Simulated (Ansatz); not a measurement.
# CH8O2Si: the cost of one run

Method: RKS PBE0-D4/def2-SVP, in Ansatz 0.2.0.

## (1) The structure to begin with

Bond lengths: Si1–O2 2.065 Å, Si1–H3 1.458 Å, Si1–H4 1.484 Å, Si1–H5 1.455 Å, Si1–O7 2.070 Å, O7–C8 1.394 Å, O2–H9 0.954 Å, C8–H10 1.093 Å, C8–H11 1.096 Å, C8–H12 1.093 Å. Angles (14 of 18 angles, heavy atoms first): O2–Si1–O7 70.2°, Si1–O7–C8 126.3°, Si1–O2–H9 110.7°, O2–Si1–H3 109.4°, O2–Si1–H4 89.4°, O2–Si1–H5 109.8°, H3–Si1–O7 87.2°, H4–Si1–O7 159.3°, H5–Si1–O7 81.6°, O7–C8–H10 109.3°, O7–C8–H11 112.0°, O7–C8–H12 109.3°, H3–Si1–H4 102.8°, H3–Si1–H5 132.4°.

Coordinates:

```xyz
12

Si   -1.3116    0.2885   -0.4615
O    -1.0543   -1.1783    0.9697
H    -0.6391   -0.1124   -1.6910
H    -2.7003   -0.1871   -0.6763
H    -1.4877    1.5810    0.1836
H     0.0519   -0.5419    0.9874
O     0.5670    0.4608    0.3917
C     1.7859    0.2124   -0.2374
H    -1.5733   -0.9859    1.7470
H     2.5611    0.0667    0.5197
H     1.7442   -0.6762   -0.8769
H     2.0562    1.0725   -0.8560
```

## (2) Pulling towards end A

Springs on the bonds that form and break draw the guess towards this end; the thresholds are loose.

input.yaml

```yaml
crystal:
  periodic: [false, false, false]
  atoms:
    - { symbol: Si, position_ang: [-1.3116, 0.2885, -0.4615] }
    - { symbol: O, position_ang: [-1.0543, -1.1783, 0.9697] }
    - { symbol: H, position_ang: [-0.6391, -0.1124, -1.691] }
    - { symbol: H, position_ang: [-2.7003, -0.1871, -0.6763] }
    - { symbol: H, position_ang: [-1.4877, 1.581, 0.1836] }
    - { symbol: H, position_ang: [0.0519, -0.5419, 0.9874] }
    - { symbol: O, position_ang: [0.567, 0.4608, 0.3917] }
    - { symbol: C, position_ang: [1.7859, 0.2124, -0.2374] }
    - { symbol: H, position_ang: [-1.5733, -0.9859, 1.747] }
    - { symbol: H, position_ang: [2.5611, 0.0667, 0.5197] }
    - { symbol: H, position_ang: [1.7442, -0.6762, -0.8769] }
    - { symbol: H, position_ang: [2.0562, 1.0725, -0.856] }
basis:
  gaussian: { orbitals: def2-SVP }
hamiltonian:
  xc: pbe0
  dispersion: d4
relax:
  f_tol: 0.15
  max_steps: 25
  restrain:
    - { distance: [0, 6], at: 3.07, k: 30.0 }
    - { distance: [5, 1], at: 2.27, k: 30.0 }
    - { distance: [0, 1], at: 1.77, k: 30.0 }
    - { distance: [5, 6], at: 0.97, k: 30.0 }
output:
  orbitals: {}
```

On the command line:

```console
ansatz run input.yaml --threads 2 --pin off --max-ram 3072MiB --backend cpu --events-out ev --progress --plain --runs-dir out
```

**Question.** How long does this run take on 2 threads of Arm Neoverse V1, shared host, and how much memory does it need?

About 22 s, with a peak of 0.2 GiB.
